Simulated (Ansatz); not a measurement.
Task: a test of scalar relativity of BeBr (charge +1), with Ansatz 0.2.0, Python API. Give the script and its output. Level of theory (for the species named): Hartree-Fock, cc-pVTZ basis, multiplicity 1.

```yaml
atoms:
  - { symbol: Be, position_ang: [0.0000, 0.0000, 0.0000] }
  - { symbol: Br, position_ang: [0.0000, 0.0000, 2.1750] }
```

`x2c_bebr.py`:
```python
"""BeBr(+) with and without the spin-free two-component Hamiltonian."""

import ansatz as az
import numpy as np

params = {
    "functional": "hf",
    "charge": 1,
}


def main() -> None:
    geometry = (
        az.Crystal.molecule()
        .atom("Be", [0.0, 0.0, 0.0])
        .atom("Br", [0.0, 0.0, 2.175])
    )

    setup = geometry.calculation().functional(params["functional"]).charge(params["charge"]).forces()
    # a set contracted for a scalar-relativistic Hamiltonian goes with the relativistic run
    sets = {"none": "cc-pVTZ", "scalar": "cc-pVTZ-DK"}
    found = {kind: setup.basis(gaussian=basis).pseudopotentials(relativity=kind).run().report for kind, basis in sets.items()}
    for kind, each in found.items():
        dipole = 4.803205 * np.linalg.norm(each["charge_distribution"]["dipole_moment_e_ang"])
        print(f"{kind:7s} E = {each['free_energy_ev']:.4f} eV  dipole {dipole:.3f} D  largest force component {np.abs(each['forces_ev_ang']).max():.4f} eV/A")
    print(f"relativity lowers the total energy by {found['none']['free_energy_ev'] - found['scalar']['free_energy_ev']:.3f} eV")


if __name__ == "__main__":
    main()
```

```console
$ python x2c_bebr.py
none    E = -70390.2473 eV  dipole 11.192 D  largest force component 3.6974 eV/A
scalar  E = -71260.7236 eV  dipole 11.139 D  largest force component 3.6954 eV/A
relativity lowers the total energy by 870.476 eV
```

What to keep in mind:
- Total energies depend on the basis set; only differences at equal settings carry meaning.
- The geometry is a force-field or estimated start, not a minimum of this method. The basis set changes with the Hamiltonian (a set recontracted for scalar relativity), and most of the change in the total lies in the cores.
- An ion's dipole depends on the origin; the program takes it about the centre of nuclear charge.
- The spin state was assumed, and another may lie lower.
- Wall time of the script: 2.1 s on 1 thread of Arm Neoverse V1, on a shared host, peak memory 0.17 GiB.
